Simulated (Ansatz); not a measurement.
Geometry optimisation, DFT PBE, scalar-relativistic, plane waves, PAW in Ansatz.

input.yaml

```yaml
crystal:
  lattice:
    - [-4.754, -2.744723, 4.33]
    - [4.754, -2.744723, 4.33]
    - [0.0, 5.489446, 4.33]
  atoms:
    - { symbol: Al, position: [0.35228, 0.35228, 0.35228] }
    - { symbol: Al, position: [0.14772, 0.14772, 0.14772] }
    - { symbol: Al, position: [0.64772, 0.64772, 0.64772] }
    - { symbol: Al, position: [0.85228, 0.85228, 0.85228] }
    - { symbol: O, position: [0.59679999, 0.40319999, 0.75000001] }
    - { symbol: O, position: [0.75000001, 0.59680001, 0.40319999] }
    - { symbol: O, position: [0.40320001, 0.59680001, 0.24999999] }
    - { symbol: O, position: [0.24999999, 0.40319999, 0.59680001] }
    - { symbol: O, position: [0.5968, 0.25, 0.4032] }
    - { symbol: Al, position: [0.85228001, 0.85228001, 0.35227998] }
    - { symbol: Al, position: [0.64772001, 0.64772001, 0.14771998] }
    - { symbol: Al, position: [0.14771999, 0.14771999, 0.64772002] }
    - { symbol: Al, position: [0.35227999, 0.35227999, 0.85228002] }
    - { symbol: F, position: [0.4032, 0.75, 0.5968] }
    - { symbol: O, position: [0.24999999, 0.09679999, 0.40320001] }
    - { symbol: O, position: [0.9032, 0.25, 0.5968] }
    - { symbol: O, position: [0.90320001, 0.09680001, 0.24999999] }
    - { symbol: O, position: [0.75000001, 0.90320001, 0.59679999] }
    - { symbol: O, position: [0.0968, 0.75, 0.4032] }
    - { symbol: Al, position: [0.85227999, 0.35227999, 0.85228001] }
    - { symbol: Al, position: [0.64771999, 0.14771999, 0.64772001] }
    - { symbol: Al, position: [0.14772001, 0.64772001, 0.14771999] }
    - { symbol: Al, position: [0.35228001, 0.85228001, 0.35227999] }
    - { symbol: O, position: [0.0968, 0.4032, 0.25] }
    - { symbol: O, position: [0.24999999, 0.59679999, 0.90320002] }
    - { symbol: O, position: [0.90320002, 0.75000002, 0.09679997] }
    - { symbol: O, position: [0.9032, 0.5968, 0.75] }
    - { symbol: O, position: [0.75000001, 0.40320001, 0.09679998] }
    - { symbol: O, position: [0.09679998, 0.24999998, 0.90320003] }
    - { symbol: Al, position: [0.35227999, 0.85227999, 0.85228001] }
    - { symbol: Al, position: [0.14771999, 0.64771999, 0.64772001] }
    - { symbol: Al, position: [0.64772001, 0.14772001, 0.14771999] }
    - { symbol: Al, position: [0.85228001, 0.35228001, 0.35227999] }
    - { symbol: O, position: [0.59680001, 0.90320001, 0.24999998] }
    - { symbol: O, position: [0.74999999, 0.09679999, 0.90320002] }
    - { symbol: O, position: [0.40320001, 0.25000001, 0.09679999] }
    - { symbol: O, position: [0.40319999, 0.09679999, 0.75000002] }
    - { symbol: O, position: [0.25000001, 0.90320001, 0.09679998] }
    - { symbol: O, position: [0.59679999, 0.74999999, 0.90320001] }
total_charge: -1
basis:
  ecutwfc: 420.0
kpoints:
  mp_grid: { grid: [2, 2, 2] }
hamiltonian:
  xc: pbe
  pseudopotentials: { kind: paw, azcp: { folder: soft_1 } }
scf:
  occupations: { method: fermi_dirac, width: 0.02 }
  lower_state_search: "off"
relax:
  f_tol: 0.03
  max_steps: 60
  adjacent_minimum: "off"
output:
  write_density: true
  write_potential: true
  elf: true
  volumetric_format: npy
```

Command:

```bash
$ ansatz run input.yaml --threads 2 --pin off --max-ram 5120MiB --backend cpu --events-out ev --progress --plain --runs-dir out
```

Question: Where does it end, and by what steps?

Answer: It converged. Limits of this set-up: no spin, though dangling bonds at a vacancy may carry it, a small cell, in which the defect meets its images, a typed lattice constant that wasn't relaxed here, charged cell in a uniform background, uncorrected. After 10 steps the energy has fallen by 3.042 eV; Al12 moved furthest, 0.63 Å. Parted: O8–Al12 (1.97 → 2.80 Å), F14–Al30 (1.97 → 2.50 Å). Joined: Al4–Al12 (3.21 → 2.59 Å), Al12–Al31 (3.50 → 2.75 Å).

```tsv
step	energy less start (eV)	largest force component (eV/Å)	accepted
0	0.0000	2.065	yes
1	-0.7614	2.088	yes
2	-1.8857	2.027	yes
3	-2.5329	1.025	yes
4	-2.8096	0.583	yes
5	-2.8116	1.279	yes
6	-2.8639	1.448	yes
7	-3.0151	0.279	yes
8	-3.0377	0.131	yes
9	-3.0415	0.037	yes
10	-3.0422	0.020	yes
```

```xyz
39
Lattice="-4.7540 -2.7447 4.3300 4.7540 -2.7447 4.3300 0.0000 5.4894 4.3300" Properties=species:S:1:pos:R:3
Al 0.069 0.105 4.608
Al 0.030 -0.009 1.944
Al -0.153 -0.045 8.529
Al 0.065 -0.042 11.195
O -0.909 1.351 7.612
O -0.798 -1.532 7.618
O 0.933 -1.412 5.374
O 0.837 1.403 5.574
O -1.607 -0.108 5.410
Al 0.023 -2.765 8.893
Al -0.008 -2.754 6.244
Al -0.276 3.147 3.680
Al 0.042 2.715 6.644
F 1.221 -0.259 7.440
O -0.709 1.313 3.249
O -3.118 0.131 7.553
O -3.810 -1.374 5.413
O 0.796 -1.284 9.660
O 3.140 -0.123 5.466
Al -2.423 1.369 8.886
Al -2.347 1.372 6.257
Al 2.376 -1.353 4.081
Al 2.414 -1.427 6.699
O 1.473 0.033 3.265
O 1.640 2.716 7.583
O -0.715 -3.988 7.595
O -1.496 0.010 9.771
O -1.645 -2.639 5.423
O 0.713 4.040 5.383
Al 2.356 1.361 8.962
Al 2.477 1.404 6.417
Al -2.287 -1.358 4.093
Al -2.391 -1.355 6.746
O 1.486 -2.785 7.545
O -2.982 2.686 7.566
O -0.680 -1.231 3.235
O -1.424 2.735 5.463
O 3.142 -2.642 5.397
O 0.713 1.224 9.749
```

Whether the end is a true minimum wasn't checked by a vibrational analysis.

Run time: 86 s on 2 threads of Intel(R) Xeon(R) Platinum 8488C (Sapphire Rapids) (shared host), peak memory 0.95 GiB.
